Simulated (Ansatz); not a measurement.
# doublet C2H9NSi+ at 6 levels

Wanted: a comparison of 6 runs (UHF/STO-3G, UHF/3-21G, U-wB97X/6-31G*, USVWN5/6-31G*, UB3LYP/6-31G*, RPA@PBE0/6-31G*) of doublet C2H9NSi+. 

The calculation is run with Ansatz 0.2.0.

71 further runs of the same task are left out: 71 set aside as unsound or not needed.

## Step 1: The structure to begin with

C2H9NSi+ has 13 atoms, charge +1, and is taken as a doublet. As SMILES of the parent species, `CN(C)[SiH3]`. The shape is that of a PBE0-D4/def2-TZVP optimisation. That shape belongs to the parent species and isn't relaxed for this state.

Bond lengths: C1–N2 1.442 Å, N2–C3 1.442 Å, N2–Si4 1.717 Å, C1–H5 1.101 Å, C1–H6 1.097 Å, C1–H7 1.092 Å, C3–H8 1.097 Å, C3–H9 1.101 Å, C3–H10 1.092 Å, Si4–H11 1.497 Å, Si4–H12 1.487 Å, Si4–H13 1.487 Å. Some angles: C1–N2–C3 113.7°, C1–N2–Si4 120.9°, C3–N2–Si4 120.9°, N2–C1–H5 112.8°, N2–C1–H6 110.4°, N2–C1–H7 110.5°, N2–C3–H8 110.4°, N2–C3–H9 112.8°, N2–C3–H10 110.5°, N2–Si4–H11 115.3°.

## Step 2: The energy at UHF/STO-3G (run 1)

The input, run.yaml:

```yaml
crystal:
  periodic: [false, false, false]
  atoms:
    - {symbol: C, position_ang: [-0.853400, 1.051500, -0.567400]}
    - {symbol: "N", position_ang: [-0.064300, 0.101400, 0.176900]}
    - {symbol: C, position_ang: [1.257300, 0.576800, 0.503700]}
    - {symbol: Si, position_ang: [-0.404400, -1.580400, 0.101900]}
    - {symbol: H, position_ang: [-0.416100, 1.292500, -1.548500]}
    - {symbol: H, position_ang: [-0.947500, 1.991500, -0.009400]}
    - {symbol: H, position_ang: [-1.860700, 0.663700, -0.735400]}
    - {symbol: H, position_ang: [1.197400, 1.509100, 1.079000]}
    - {symbol: H, position_ang: [1.870100, 0.778300, -0.388400]}
    - {symbol: H, position_ang: [1.787100, -0.156700, 1.115700]}
    - {symbol: H, position_ang: [0.068700, -2.275300, -1.137100]}
    - {symbol: H, position_ang: [-1.879700, -1.752300, 0.167000]}
    - {symbol: H, position_ang: [0.265600, -2.234700, 1.256700]}
basis:
  gaussian:
    orbitals: STO-3G
total_charge: 1
magnetization:
  spin_polarized: true
  initial_magnetization: 1
hamiltonian:
  xc: hf
accuracy: high
output: {orbitals: {seedname: orbitals}}
```

The run is started by

```
$ ansatz run run.yaml --threads 1 --pin off --max-ram 2610MiB --events-out events.jsonl --progress --plain --runs-dir runs
```

Standard output:

```text
Warning: RAYON_NUM_THREADS=1 ignored (pool sized by the plan → 1); use --threads N
Functional definition: HF
  name "HF"
  exchange = exact_x
  correlation = 0
704 factors; integrals over basis functions are off by at most 1.2e-8 eV
mean field evaluation 1: about -11405.6761 eV, gradient 1.0e1 eV
mean field evaluation 2: about -11405.8665 eV, gradient 1.0e1 eV
mean field evaluation 4: about -11407.5395 eV, gradient 2.0e0 eV
mean field evaluation 8: about -11407.6363 eV, gradient 3.9e-4 eV
mean field -11407.63447184 eV, -419.2228344677 hartree, gradient 2.2e-8 eV, S^2 0.764265; 0 other end points of the search recorded, 0 dependent functions left out
reference -11407.63447184 eV, -419.2228344677 hartree; 21, 20 occupied and 12, 13 virtual orbitals, 704 factors
Total energy: -11407.63447184 eV, -419.2228344677 hartree
```

Run time: 0.55 s. Hardware: 1 thread of Arm Neoverse V1, shared host.

## Step 3: The energy at UHF/3-21G (run 2)

The input, molecule.yaml:

```yaml
crystal:
  periodic: [false, false, false]
  atoms:
    - {symbol: C, position_ang: [-0.853400, 1.051500, -0.567400]}
    - {symbol: N, position_ang: [-0.064300, 0.101400, 0.176900]}
    - {symbol: C, position_ang: [1.257300, 0.576800, 0.503700]}
    - {symbol: Si, position_ang: [-0.404400, -1.580400, 0.101900]}
    - {symbol: H, position_ang: [-0.416100, 1.292500, -1.548500]}
    - {symbol: H, position_ang: [-0.947500, 1.991500, -0.009400]}
    - {symbol: H, position_ang: [-1.860700, 0.663700, -0.735400]}
    - {symbol: H, position_ang: [1.197400, 1.509100, 1.079000]}
    - {symbol: H, position_ang: [1.870100, 0.778300, -0.388400]}
    - {symbol: H, position_ang: [1.787100, -0.156700, 1.115700]}
    - {symbol: H, position_ang: [0.068700, -2.275300, -1.137100]}
    - {symbol: H, position_ang: [-1.879700, -1.752300, 0.167000]}
    - {symbol: H, position_ang: [0.265600, -2.234700, 1.256700]}
basis:
  gaussian:
    orbitals: 3-21G.json
total_charge: 1
magnetization:
  spin_polarized: true
  initial_magnetization: 1
hamiltonian:
  xc: hf
accuracy: high
output: {orbitals: {seedname: orbitals}}
```

The basis set 3-21G is read from a file made from the Basis Set Exchange's data (not shown).

The run is started by

```
$ ansatz run molecule.yaml --threads 1 --pin off --max-ram 2610MiB --events-out events.jsonl --progress --plain --runs-dir runs
```

Standard output:

```text
Warning: RAYON_NUM_THREADS=1 ignored (pool sized by the plan → 1); use --threads N
Functional definition: HF
  name "HF"
  exchange = exact_x
  correlation = 0
1450 factors; integrals over basis functions are off by at most 4.0e-9 eV
mean field evaluation 1: about -11474.1331 eV, gradient 2.0e1 eV
mean field evaluation 2: about -11474.5876 eV, gradient 2.1e1 eV
mean field evaluation 4: about -11477.6333 eV, gradient 3.1e0 eV
mean field evaluation 8: about -11477.8609 eV, gradient 2.5e-1 eV
mean field evaluation 16: about -11477.8625 eV, gradient 1.5e-6 eV
mean field -11477.86246537 eV, -421.8036656276 hartree, gradient 4.2e-8 eV, S^2 0.765463; 0 other end points of the search recorded, 0 dependent functions left out
reference -11477.86246537 eV, -421.8036656276 hartree; 21, 20 occupied and 37, 38 virtual orbitals, 1450 factors
Total energy: -11477.86246537 eV, -421.8036656276 hartree
```

Wall time 1.4 s (1 thread of Arm Neoverse V1, shared host); peak memory 0.14 GiB.

Run 3 isn't shown in full; the table further down has it.

## Step 4: A single-point energy at USVWN5/6-31G(d) (spherical functions) (run 4)

The input, job.yaml:

```yaml
crystal:
  periodic: [false, false, false]
  atoms:
    - symbol: C
      position_ang: [-0.853400, 1.051500, -0.567400]
    - symbol: "N"
      position_ang: [-0.064300, 0.101400, 0.176900]
    - symbol: C
      position_ang: [1.257300, 0.576800, 0.503700]
    - symbol: Si
      position_ang: [-0.404400, -1.580400, 0.101900]
    - symbol: H
      position_ang: [-0.416100, 1.292500, -1.548500]
    - symbol: H
      position_ang: [-0.947500, 1.991500, -0.009400]
    - symbol: H
      position_ang: [-1.860700, 0.663700, -0.735400]
    - symbol: H
      position_ang: [1.197400, 1.509100, 1.079000]
    - symbol: H
      position_ang: [1.870100, 0.778300, -0.388400]
    - symbol: H
      position_ang: [1.787100, -0.156700, 1.115700]
    - symbol: H
      position_ang: [0.068700, -2.275300, -1.137100]
    - symbol: H
      position_ang: [-1.879700, -1.752300, 0.167000]
    - symbol: H
      position_ang: [0.265600, -2.234700, 1.256700]
basis:
  gaussian:
    orbitals: 6-31G_st_-spherical.json
total_charge: 1
magnetization:
  spin_polarized: true
  initial_magnetization: 1
hamiltonian:
  xc: {name: SVWN5}
accuracy: high
output: {orbitals: {seedname: orbitals}}
```

The basis set 6-31G* is read from a file made from the Basis Set Exchange's data (not shown).

The run is started by

```
$ ansatz run job.yaml --threads 1 --pin off --max-ram 2610MiB --events-out events.jsonl --progress --plain --runs-dir runs
```

Standard output:

```text
Warning: RAYON_NUM_THREADS=1 ignored (pool sized by the plan → 1); use --threads N
Functional definition: SVWN5
  name "SVWN5"
  exchange = slater_x
  correlation = vwn5_c
1974 factors; integrals over basis functions are off by at most 4.0e-9 eV
mean field evaluation 1: about -11490.3195 eV, gradient 6.7e1 eV
mean field evaluation 2: about -11341.0572 eV, gradient 1.6e2 eV
mean field evaluation 4: about -11512.6269 eV, gradient 1.8e1 eV
mean field evaluation 8: about -11514.0905 eV, gradient 3.5e-1 eV
mean field evaluation 16: about -11514.0778 eV, gradient 6.3e-5 eV
mean field -11514.07783784 eV, -423.1345560185 hartree, gradient 1.2e-8 eV, S^2 0.752106; 1 other end points of the search recorded, 0 dependent functions left out
reference -11514.07784104 eV, -423.1345561360 hartree; 21, 20 occupied and 57, 58 virtual orbitals, 1974 factors
Total energy: -11514.07784104 eV, -423.1345561360 hartree
```

Run time: 7.2 s. Hardware: 1 thread of Arm Neoverse V1, shared host; peak memory 0.23 GiB.

Run 5 isn't shown in full; the table further down has it.

## Step 5: A single-point energy at RPA@PBE0/6-31G(d) (spherical functions) (run 6)

job.yaml, as its differences from that of step 4:

```diff
@@ -5,3 +5,3 @@
       position_ang: [-0.853400, 1.051500, -0.567400]
-    - symbol: "N"
+    - symbol: N
       position_ang: [-0.064300, 0.101400, 0.176900]
@@ -33,2 +33,3 @@
 total_charge: 1
+accuracy: high
 magnetization:
@@ -36,5 +37,6 @@
   initial_magnetization: 1
+correlation:
+  method: rpa
+  frozen_orbitals: {C: 1, H: 0, "N": 1, Si: 5}
 hamiltonian:
-  xc: {name: SVWN5}
-accuracy: high
-output: {orbitals: {seedname: orbitals}}
+  xc: {name: PBE0}
```

The basis set 6-31G* is read from a file made from the Basis Set Exchange's data (not shown).

The run is started by

```
$ ansatz run job.yaml --threads 1 --pin off --max-ram 2610MiB --events-out events.jsonl --progress --plain --runs-dir runs
```

Standard output, shortened:

```text
Warning: RAYON_NUM_THREADS=1 ignored (pool sized by the plan → 1); use --threads N
Functional definition: PBE0
  name "PBE0"
[...]
1974 factors; integrals over basis functions are off by at most 4.0e-9 eV
[...]
mean field -11571.66317681 eV, -425.2507781929 hartree, gradient 3.6e-8 eV, S^2 0.755793; 1 other end points of the search recorded, 0 dependent functions left out
8 core orbitals not correlated: weight in the atoms' cores, before any rotation towards them, 1.000 or more for the frozen orbitals, at most 0.000 for the correlated occupied ones
reference -11538.58655110 eV, -424.0352346182 hartree; 13, 12 occupied and 57, 58 virtual orbitals, 1974 factors
Total energy: -11558.95133050 eV, -424.7836264573 hartree
```

Run time: 25 s. Hardware: 1 thread of Arm Neoverse V1, shared host; peak memory 0.49 GiB.

## Step 6: Overview of the runs

| run | level | Cartesian functions | frozen core orbitals | energy (Eh) | HOMO energy (eV) | LUMO energy (eV) | ⟨S²⟩ | wall time |
| --- | --- | --- | --- | --- | --- | --- | --- | --- |
| 1 | UHF/STO-3G | no | – | -419.222834 | -16.82 | -2.37 | 0.764 | 0.55 s |
| 2 | UHF/3-21G | no | – | -421.803666 | -17.77 | -5.18 | 0.765 | 1.4 s |
| 3 | U-wB97X/6-31G* (spherical functions) | no | – | -425.496677 | -16.62 | -8.17 | 0.756 | 74 s |
| 4 | USVWN5/6-31G* (spherical functions) | no | – | -423.134556 | -12.46 | -11.46 | 0.752 | 7.2 s |
| 5 | UB3LYP/6-31G* (Cartesian functions) | yes | – | -425.570243 | -13.95 | -10.59 | 0.755 | 17 s |
| 6 | RPA@PBE0/6-31G* (spherical functions) | no | 8 | -424.783626 | – | – | 0.756 | 25 s |

## Step 7: Outcome

| quantity | value |
| --- | --- |
| run 6: total energy | -424.78363 Eh |
| run 6: RPA correlation energy (valence) | -748.4 mEh |
| run 6: ⟨S²⟩ of the reference determinant | 0.756 |

In words: Totals of different functionals can't be ranked against each other. In run 1 the basis is minimal, so the values are rough. All runs together took 2.1 min, the longest 74 s.
